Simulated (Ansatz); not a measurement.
Task: a short molecular-dynamics run of GaH2I, SMILES [GaH2][I], with Ansatz 0.2.0 through its Python package. Give the script and its output. Use (for the species named): PBE0, def2-SVP basis, multiplicity 1, D3BJ dispersion.

Contents of `gah2i.xyz`:
```text
4

Ga    0.03900   -0.06060   -0.31270
I     1.96300   -0.53790    1.07720
H    -1.21590   -0.64900    0.41970
H    -0.73060    1.18720   -1.20450
```

`md.py`:
```python
# -*- coding: utf-8 -*-
"""Molecular dynamics of one GaH2I molecule."""

import ansatz as az
import numpy as np

molecule = az.Crystal.molecule_from_extxyz("gah2i.xyz")

calculation = (
    molecule.calculation()
    .basis(gaussian="def2-SVP")
    .functional("pbe0", dispersion="d3bj")
)
symbols = [site.symbol for site in molecule.cartesian_sites]
start = np.array([site.position_ang for site in molecule.cartesian_sites], dtype=float)
data = calculation.relax(force_tolerance=0.02, max_steps=100).run().report
end = np.array(data["positions_ang"])
minimum = az.Crystal.molecule()
for symbol, place in zip(symbols, end):
    minimum = minimum.atom(symbol, place.tolist())

# dynamics from the relaxed geometry
calculation = (
    minimum.calculation()
    .basis(gaussian="def2-SVP")
    .functional("pbe0", dispersion="d3bj")
    .md("nvt_langevin", timestep=0.5, steps=20, temperature=300, initial_velocities="maxwell_boltzmann", seed=32, friction=0.01)
)
frames = []
result = calculation.session().plan().execute(on_event=lambda e: frames.append(e["data"]) if e["event"] == "md_step" else None)
print("t (fs)   E_pot (eV)      E_kin (eV)   T (K)   d(0-1) (A)")
for f in frames[::1]:
    xyz = np.array(f["positions_ang"])
    print(f"{f['time_fs']:6.2f} {f['lagrangian_ev']:14.5f} {f['e_kin_ev']:10.5f} {f['temperature_k']:8.1f} {np.linalg.norm(xyz[0] - xyz[1]):9.4f}")
print("mean temperature", round(float(np.mean([f["temperature_k"] for f in frames])), 1), "K")
```

Output of `python md.py`:
```text
t (fs)   E_pot (eV)      E_kin (eV)   T (K)   d(0-1) (A)
  0.00   -60499.14325    0.11633    225.0    2.4954
  0.50   -60499.14281    0.11382    220.1    2.4954
  1.00   -60499.14139    0.11877    229.7    2.4953
  1.50   -60499.13917    0.11106    214.8    2.4951
  2.00   -60499.13647    0.09404    181.9    2.4948
  2.50   -60499.13352    0.08657    167.4    2.4944
  3.00   -60499.13063    0.08274    160.0    2.4940
  3.50   -60499.12822    0.08485    164.1    2.4937
  4.00   -60499.12606    0.07981    154.4    2.4933
  4.50   -60499.12402    0.09822    190.0    2.4931
  5.00   -60499.12280    0.10138    196.1    2.4928
  5.50   -60499.12265    0.10223    197.7    2.4924
  6.00   -60499.12273    0.11304    218.6    2.4921
  6.50   -60499.12263    0.12636    244.4    2.4916
  7.00   -60499.12270    0.13054    252.5    2.4910
  7.50   -60499.12264    0.12864    248.8    2.4903
  8.00   -60499.12195    0.14114    273.0    2.4896
  8.50   -60499.12042    0.14189    274.4    2.4889
  9.00   -60499.11776    0.14111    272.9    2.4881
  9.50   -60499.11414    0.13146    254.3    2.4872
 10.00   -60499.11012    0.11577    223.9    2.4864
mean temperature 217.3 K
```

Notes:
- Total energies depend on the basis set; only differences at equal settings carry meaning.
- The trajectory is only some femtoseconds long, so its temperature is not equilibrated; where the script doesn't relax first, it starts from a rough generated geometry.
- def2 sets replace the cores of elements past krypton by effective core potentials.
- The printed temperature counts all 3N degrees of freedom under Langevin dynamics, so the first row lies under the target.
- Finished in 67 s on 1 thread of Arm Neoverse V2 (shared host), peak memory 0.22 GiB.
